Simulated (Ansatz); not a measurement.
# Yttrium, diamond: r²SCAN0 after r²SCAN

How do the levels change when part of the exchange is made exact, and what does it cost? Spin polarisation is left out. The geometry was relaxed under r²SCAN beforehand and is kept. Exact exchange is dear, so the k-mesh is coarse, and r²SCAN is run on the same mesh for comparison.

Computed with Ansatz 0.2.0 (DFT, plane waves (500 eV) with PBE-made PAW files, scalar-relativistic; functionals as named at each step, unless a step says otherwise).

## 1. The structure to begin with

Symmetry: Fd-3m, No. 227, cubic system. The conventional cell has a = 6.909 Å, b = 6.909 Å, c = 6.909 Å, α = 90.00°, β = 90.00°, γ = 90.00°. Y (site symmetry -43m) has 4 Y at 2.99 Å as nearest neighbours.

Coordinates:

```cif
data_structure
_symmetry_space_group_name_H-M 'Fd-3m:1'
_symmetry_Int_Tables_number 227
_cell_length_a 6.9086
_cell_length_b 6.9086
_cell_length_c 6.9086
_cell_angle_alpha 90.000
_cell_angle_beta 90.000
_cell_angle_gamma 90.000
_cell_volume 329.74
loop_
_atom_site_label
_atom_site_type_symbol
_atom_site_symmetry_multiplicity
_atom_site_Wyckoff_symbol
_atom_site_fract_x
_atom_site_fract_y
_atom_site_fract_z
_atom_site_occupancy
Y1 Y 8 b 0.75000 0.75000 0.75000 1
```

## 2. r²SCAN, coarse mesh

The run with r²SCAN.

Input file input.yaml:

```yaml
crystal:
  lattice:
    - [0.0, 3.4543040657, 3.4543040657]
    - [3.4543040657, 0.0, 3.4543040657]
    - [3.4543040657, 3.4543040657, 0.0]
  atoms:
    - { symbol: "Y", position: [0.125, 0.125, 0.125] }
    - { symbol: "Y", position: [0.875, 0.875, 0.875] }
hamiltonian:
  xc: r2scan
  pseudopotentials:
    kind: paw
    azcp:
      "Y": "pseudopotentials/Y.paw.azcp"
basis:
  ecutwfc: 500
  fft_grid_basis: typed
kpoints:
  mp_grid: { grid: [4, 4, 4], shift: [0, 0, 0] }
magnetization:
  spin_polarized: false
scf:
  occupations: { method: fermi_dirac, width: 0.1 }
```

On the command line:

```console
> ansatz run input.yaml --threads 4 --pin off --max-ram 8192MiB --backend cpu --events-out ev --progress --plain --runs-dir out
```

## 3. r²SCAN0, coarse mesh

The run with r²SCAN0.

input.yaml: that of step 2 with these lines changed.

```diff
@@ -9,3 +9,3 @@
 hamiltonian:
-  xc: r2scan
+  xc: r2scan0
   pseudopotentials:
@@ -23 +23,6 @@
   occupations: { method: fermi_dirac, width: 0.1 }
+output:
+  write_density: true
+  write_potential: true
+  elf: true
+  volumetric_format: npy
```

(Steps that only read results are left out.)

Q: Predict the outcome of this session. Wanted: r²SCAN: gap; r²SCAN0: gap.

**Answer**, as computed:

| quantity | value |
| --- | --- |
| r²SCAN: gap | none (levels filled in part) |
| r²SCAN0: gap | none (levels filled in part) |
| r²SCAN0: SCF cycles, exchange loops | 18, 2 |
| r²SCAN0: CPU time over that of r²SCAN | 8.2 |

Both r²SCAN and r²SCAN0 leave levels filled in part. r²SCAN0 cost 8.2 times the CPU time of r²SCAN. r²SCAN0 needed 2 outer loops of the exchange operator. Absolute energies differ from functional to functional, by eV per atom at times, and say nothing by themselves.
